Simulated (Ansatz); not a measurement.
# GeN+ (triplet): wave-function methods side by side, cc-pVTZ

Aim: climb from Hartree-Fock through coupled cluster and multireference methods for GeN+ (triplet) at one geometry and basis, and see what each rung misses.

The runs use Ansatz 0.2.0, Gaussian basis; cc-pVTZ, core rule «outside noble gas», up to 15 orbitals frozen.

The runs, in order: UHF; CCSD(T) on ROHF; CCSD(T) on UHF; BCCD(T) on ROHF; CISD; CCSDT(Q) on ROHF; CCSDT(Q) on UHF; CASSCF and MRCISD+Q, 8 electrons in 8 orbitals; CASSCF and NEVPT2, 8 electrons in 8 orbitals.

6 further runs of the same task are left out: 6 set aside as unsound or not needed.

### 1 What is computed

The geometry is a PBE0/def2-TZVP stationary point (not a proven minimum) of the parent state, kept for this charge and spin. No spin-orbit coupling is included. The filled d shell of Ge may be among the frozen orbitals whatever the setting's name suggests; the logs give the count.

2 atoms, charge 1, spin multiplicity 3.

Atoms are counted from 1 here; the program's logs count them from 0.

Bond lengths: Ge1–N2 1.900 Å.

### 2 UHF

Input file in.yaml:

```yaml
crystal:
  periodic: [false, false, false]
  atoms:
    - {symbol: Ge, position_ang: [0.000000, 0.000000, 0.000000]}
    - {symbol: N, position_ang: [0.000000, 0.000000, 1.899700]}
basis:
  gaussian: {orbitals: cc-pVTZ}
total_charge: 1
magnetization: {spin_polarized: true, initial_magnetization: 2}
hamiltonian: {xc: hf}
output: {orbitals: {seedname: orbitals}}
```

On the command line:

```bash
$ ansatz run in.yaml --threads 1 --pin off --events-out ev --progress --plain --max-ram 2560MiB --backend cpu
```

The runs that follow: CCSD(T) on ROHF; CCSD(T) on UHF; BCCD(T) on ROHF; CISD; CCSDT(Q) on ROHF; CCSDT(Q) on UHF; CASSCF and MRCISD+Q, 8 electrons in 8 orbitals; CASSCF and NEVPT2, 8 electrons in 8 orbitals.

**Question.** What will the summary of the whole plan be? Wanted: UCCSDT(Q) below the RHF energy; RMP2 from UCCSDT(Q); UMP2 from UCCSDT(Q); RCCSD from UCCSDT(Q); RCCSD(T) from UCCSDT(Q); UCCSD(T) from UCCSDT(Q); RCCSDT(Q) from UCCSDT(Q); NEVPT2 valence from UCCSDT(Q); MRCISD+Q valence from UCCSDT(Q).

The runs gave:

| quantity | value |
| --- | --- |
| UCCSDT(Q) below the RHF energy | -6.2222 eV |
| RMP2 from UCCSDT(Q) | +24.06 kcal/mol |
| UMP2 from UCCSDT(Q) | +24.55 kcal/mol |
| RCCSD from UCCSDT(Q) | +6.30 kcal/mol |
| RCCSD(T) from UCCSDT(Q) | +1.14 kcal/mol |
| UCCSD(T) from UCCSDT(Q) | +1.10 kcal/mol |
| RCCSDT(Q) from UCCSDT(Q) | +0.10 kcal/mol |
| NEVPT2 valence from UCCSDT(Q) | +17.49 kcal/mol |
| MRCISD+Q valence from UCCSDT(Q) | +0.48 kcal/mol |
| levels within 1 kcal/mol (43 meV) | RCCSDT, UCCSDT, RCCSDT(Q), MRCISD+Q valence |
| T1 diagnostic | 0.028 |
| effectively unpaired electrons | 2.04 |

**Reading.** RCCSD(T) lands +1.14 kcal/mol from the yardstick (0.8 % of the correlation energy). One determinant dominates. Of the multireference levels listed MRCISD+Q valence comes nearest in total energy (+0.48 kcal/mol), which doesn't show that its space is the better one. These misses are within one basis, not against nature; the frozen cores of restricted and unrestricted runs differ, which can shift their rows.
